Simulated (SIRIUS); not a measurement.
The system is GaGe.

```
Ge Ga
1.0
     0.00000    2.89784    2.89784
     2.89784    0.00000    2.89784
     2.89784    2.89784    0.00000
Ge Ga
1 1
Direct
  0.00000 0.00000 0.00000
  0.25000 0.25000 0.25000
```

The cell comes from a database or a generator and needn't be the stable form of this composition.

Base run:

```yaml
Program: SIRIUS 7.12.0
Functional: AM05
Potentials_or_basis: PseudoDojo 0.4.1 PBE standard (scalar relativistic)
Cutoff: 1102 eV
Density_cutoff: 4408 eV
k_mesh: 7 × 7 × 7
Occupations: fermi-dirac, width 0.05 eV
Spin: no spin polarisation
```

Its results: band gap on the k mesh none (metal or under the smearing width); pressure -2.1 GPa.

Problem. The run is repeated on the same cell with these changes: functional from AM05 to BLYP; libxc names from ["XC_GGA_X_AM05", "XC_GGA_C_AM05"] to ["XC_GGA_X_B88", "XC_GGA_C_LYP"]. What comes out?

Solution. Band gap on the k mesh none (metal or under the smearing width); pressure 3.0 GPa.

Caveats: the potentials were made for another functional, which shifts forces and pressure.

Not every run made on this cell is shown here.
